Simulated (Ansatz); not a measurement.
**CHAlIO+: functionals against CCSD(T) at one geometry**

An exercise on one series of results from a longer session: the logs are not shown, and one member is left open.

Program: Ansatz 0.2.0, Gaussian basis. Level of theory: single points in def2-TZVPP. These are calculated values, not measurements.

Correlated methods freeze the cores. Filled d shells of the heavier atoms are correlated. Core potentials replace the inner electrons past krypton, and spin-orbit coupling is left out.

**Where the work starts**

SMILES `O=[C+][AlH][I]`, 5 atoms, charge 1, spin multiplicity 1.

Atoms are counted from 1 here; the program's logs count them from 0.

Bond lengths: O1–C2 1.251 Å, C2–Al3 2.212 Å, Al3–I4 2.428 Å, Al3–H5 1.577 Å. Angles: O1–C2–Al3 161.9°, C2–Al3–I4 93.2°, C2–Al3–H5 105.7°, I4–Al3–H5 158.1°.

As a file:

| atom | x (Å) | y (Å) | z (Å) |
| --- | --- | --- | --- |
| O1 | 0.5307 | -2.0321 | 1.3108 |
| C2 | 0.3487 | -0.8746 | 0.8724 |
| Al3 | 0.0168 | 0.8250 | -0.5041 |
| I4 | -2.1714 | 0.0232 | -1.1866 |
| H5 | 1.1609 | 1.8618 | -0.1844 |

The first run:

File run/in.yaml:

```yaml
crystal:
  periodic: [false, false, false]
  atoms:
    - {symbol: O, position_ang: [0.530700, -2.032100, 1.310800]}
    - {symbol: C, position_ang: [0.348700, -0.874600, 0.872400]}
    - {symbol: Al, position_ang: [0.016800, 0.825000, -0.504100]}
    - {symbol: I, position_ang: [-2.171400, 0.023200, -1.186600]}
    - {symbol: H, position_ang: [1.160900, 1.861800, -0.184400]}
basis:
  gaussian: {orbitals: def2-TZVPP}
total_charge: 1
correlation: {method: ccsd_t}
output: {forces: true}
```

No record of the launch command was kept for these runs.

Steps of the session up to this table: CCSD(T)/def2-TZVPP; PBE0-D4/def2-TZVPP; wB97M-V/def2-TZVPP; r2SCAN-D4/def2-TZVPP; PBE-D4/def2-TZVPP; HSE06-D4/def2-TZVPP; r2SCANh-D4/def2-TZVPP.

One of the session's tables, all rows but one given; the rest of the session is left out.

| method | RMS force component (eV/Å) | angle to CCSD(T) forces (°) |
| --- | --- | --- |
| CCSD(T) | 3.778 | reference |
| PBE0-D4 | 4.284 | 1.1 |
| wB97M-V | ? | ? |
| r2SCAN-D4 | 3.915 | 1.8 |
| PBE-D4 | 3.509 | 2.3 |
| HSE06-D4 | 4.265 | 1.2 |
| r2SCANh-D4 | 4.166 | 1.4 |

Q: Estimate the row for wB97M-V from the others.

The run gave: RMS force component (eV/Å): 4.414; angle to CCSD(T) forces (°): 1.0. In the column «RMS force component (eV/Å)» it is the highest.
